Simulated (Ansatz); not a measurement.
# C2H7AsSeSi: basis-set convergence

Aim: see how fast density functionals converge with the basis set for C2H7AsSeSi.

Program: Ansatz 0.2.0, Gaussian basis. Level of theory: one geometry, several basis sets. These are calculated values, not measurements.

Levels to be run: PBE0-D4/def2-SVP; ωB97M-V/def2-SVP; PBE0-D4/def2-QZVPP; ωB97M-V/def2-QZVPP; the functionals' def2-TZVPP values are taken from earlier runs.

## Step 1: The geometry

All runs share one geometry, relaxed beforehand with PBE0-D4 in a triple-zeta def2 set.

SMILES `CC(=[Se])[AsH][SiH3]`, 12 atoms, charge 0, spin multiplicity 1.

Atoms are counted from 1 here; the program's logs count them from 0.

Bond lengths: C1–C2 1.488 Å, C1–H6 1.096 Å, C1–H7 1.096 Å, C1–H8 1.090 Å, C2–Se3 1.767 Å, C2–As4 1.941 Å, As4–Si5 2.362 Å, As4–H9 1.526 Å, Si5–H10 1.489 Å, Si5–H11 1.483 Å, Si5–H12 1.480 Å. Angles: C2–C1–H6 110.7°, C2–C1–H7 109.4°, C2–C1–H8 111.6°, H6–C1–H7 106.3°, H6–C1–H8 109.6°, H7–C1–H8 109.1°, C1–C2–Se3 123.3°, C1–C2–As4 116.7°, Se3–C2–As4 119.8°, C2–As4–Si5 96.9°, C2–As4–H9 97.2°, Si5–As4–H9 96.0°, As4–Si5–H10 106.3°, As4–Si5–H11 111.1°, As4–Si5–H12 109.0°, H10–Si5–H11 110.2°, H10–Si5–H12 109.1°, H11–Si5–H12 110.9°.

## Step 2: PBE0-D4 in def2-SVP

Contents of in.yaml:

```yaml
crystal:
  periodic: [false, false, false]
  atoms:
    - {symbol: C, position_ang: [-1.580871, -1.160328, 0.933404]}
    - {symbol: C, position_ang: [-0.168800, -0.860715, 0.574037]}
    - {symbol: Se, position_ang: [0.973504, -2.090996, 0.022210]}
    - {symbol: As, position_ang: [0.443530, 0.955575, 0.879860]}
    - {symbol: Si, position_ang: [1.577432, 1.220573, -1.175087]}
    - {symbol: H, position_ang: [-1.814543, -0.778912, 1.933447]}
    - {symbol: H, position_ang: [-2.251704, -0.638174, 0.241118]}
    - {symbol: H, position_ang: [-1.786873, -2.229662, 0.891755]}
    - {symbol: H, position_ang: [-0.837191, 1.664219, 0.448567]}
    - {symbol: H, position_ang: [1.590110, 2.681976, -1.460730]}
    - {symbol: H, position_ang: [0.884599, 0.492193, -2.265691]}
    - {symbol: H, position_ang: [2.970807, 0.744261, -1.022881]}
basis:
  gaussian: {orbitals: def2-SVP}
hamiltonian: {xc: pbe0, dispersion: d4}
output: {orbitals: {seedname: orbitals}}
```

The run is started by

```console
ansatz run in.yaml --threads 4 --pin off --events-out ev --progress --plain --max-ram 10444MiB
```

After this run come: ωB97M-V in def2-SVP; PBE0-D4 in def2-QZVPP; ωB97M-V in def2-QZVPP.

Before running them: what should the planned runs give, taken together? Wanted: PBE0-D4: double and triple zeta above quadruple; ωB97M-V: double and triple zeta above quadruple.

The runs gave:

| quantity | value |
| --- | --- |
| PBE0-D4: double and triple zeta above quadruple | 23.65, 3.06 eV |
| ωB97M-V: double and triple zeta above quadruple | 23.66, 2.96 eV |

What this shows: For PBE0-D4 the step from double to triple zeta gains 20.59 eV and the next only 3.06 eV. Total energies overstate the basis error of differences, where much of it tends to cancel.
